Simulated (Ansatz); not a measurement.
# AlGaH2 (triplet): from Hartree-Fock to the top rungs, cc-pVTZ

Aim: climb from Hartree-Fock through coupled cluster and multireference methods for AlGaH2 (triplet) at one geometry and basis, and see what each rung misses.

Program: Ansatz 0.2.0, Gaussian basis. Level of theory: cc-pVTZ, core rule «outside noble gas», up to 19 orbitals frozen. These are calculated values, not measurements.

The runs, in order: UHF; CCSD(T) on ROHF; CCSD(T) on UHF; BCCD(T) on ROHF; CCSDT(Q) on ROHF; CCSDT(Q) on UHF; CASSCF and MRCISD+Q, 8 electrons in 10 orbitals; CASSCF and NEVPT2, 8 electrons in 10 orbitals.

16 further runs of the same task are left out: 9 for a known fault of the program, 1 that didn't finish, 6 set aside as unsound or not needed.

**1. The geometry**

The geometry is a PBE0/def2-TZVP stationary point (not a proven minimum). No spin-orbit coupling is included. The filled d shell of Ga may be among the frozen orbitals whatever the setting's name suggests; the logs give the count.

4 atoms, charge 0, spin multiplicity 3.

Atoms are counted from 1 here; the program's logs count them from 0.

Bond lengths: Al1–Ga2 2.484 Å, Ga2–H3 1.566 Å, Ga2–H4 1.566 Å. Angles: Al1–Ga2–H3 116.1°, Al1–Ga2–H4 116.1°, H3–Ga2–H4 127.9°.

Geometry (Å):

```csv
atom,x (Å),y (Å),z (Å)
Al1,0.0000,0.0000,1.8190
Ga2,0.0000,0.0000,-0.6648
H3,0.0000,1.4073,-1.3528
H4,0.0000,-1.4073,-1.3528
```

**2. UHF**

Input file in.yaml:

```yaml
crystal:
  periodic: [false, false, false]
  atoms:
    - {symbol: Al, position_ang: [0.000000, 0.000000, 1.818997]}
    - {symbol: Ga, position_ang: [0.000000, 0.000000, -0.664806]}
    - {symbol: H, position_ang: [0.000000, 1.407254, -1.352806]}
    - {symbol: H, position_ang: [0.000000, -1.407254, -1.352806]}
basis:
  gaussian: {orbitals: cc-pVTZ}
magnetization: {spin_polarized: true, initial_magnetization: 2}
hamiltonian: {xc: hf}
output: {orbitals: {seedname: orbitals}}
```

Run with:

```console
ansatz run in.yaml --threads 1 --pin off --events-out ev --progress --plain --max-ram 4096MiB --backend cpu
```

The runs that follow: CCSD(T) on ROHF; CCSD(T) on UHF; BCCD(T) on ROHF; CCSDT(Q) on ROHF; CCSDT(Q) on UHF; CASSCF and MRCISD+Q, 8 electrons in 10 orbitals; CASSCF and NEVPT2, 8 electrons in 10 orbitals.

**Question.** What will the summary of the whole plan be? Wanted: UCCSDT(Q) below the RHF energy; RMP2 from UCCSDT(Q); UMP2 from UCCSDT(Q); RCCSD from UCCSDT(Q); RCCSD(T) from UCCSDT(Q); UCCSD(T) from UCCSDT(Q); RCCSDT(Q) from UCCSDT(Q); NEVPT2 valence from UCCSDT(Q); MRCISD+Q valence from UCCSDT(Q).

**Answer**, as computed:

```
                         quantity                                        value
   UCCSDT(Q) below the RHF energy                                   -4.3769 eV
              RMP2 from UCCSDT(Q)                                 +99.5 kJ/mol
              UMP2 from UCCSDT(Q)                                 +98.8 kJ/mol
             RCCSD from UCCSDT(Q)                                 +20.3 kJ/mol
          RCCSD(T) from UCCSDT(Q)                                  +4.9 kJ/mol
          UCCSD(T) from UCCSDT(Q)                                  +4.5 kJ/mol
         RCCSDT(Q) from UCCSDT(Q)                                  +0.4 kJ/mol
    NEVPT2 valence from UCCSDT(Q)                                 +73.6 kJ/mol
  MRCISD+Q valence from UCCSDT(Q)                                  +1.0 kJ/mol
levels within 1 kcal/mol (43 meV)  RCCSDT, UCCSDT, RCCSDT(Q), MRCISD+Q valence
                    T1 diagnostic                                        0.038
   effectively unpaired electrons                                         2.04
```

RCCSD(T) lands +4.9 kJ/mol from the yardstick (1.2 % of the correlation energy). One determinant dominates. Of the multireference levels listed MRCISD+Q valence comes nearest in total energy (+1.0 kJ/mol), which doesn't show that its space is the better one. These misses are within one basis, not against nature; the frozen cores of restricted and unrestricted runs differ, which can shift their rows.
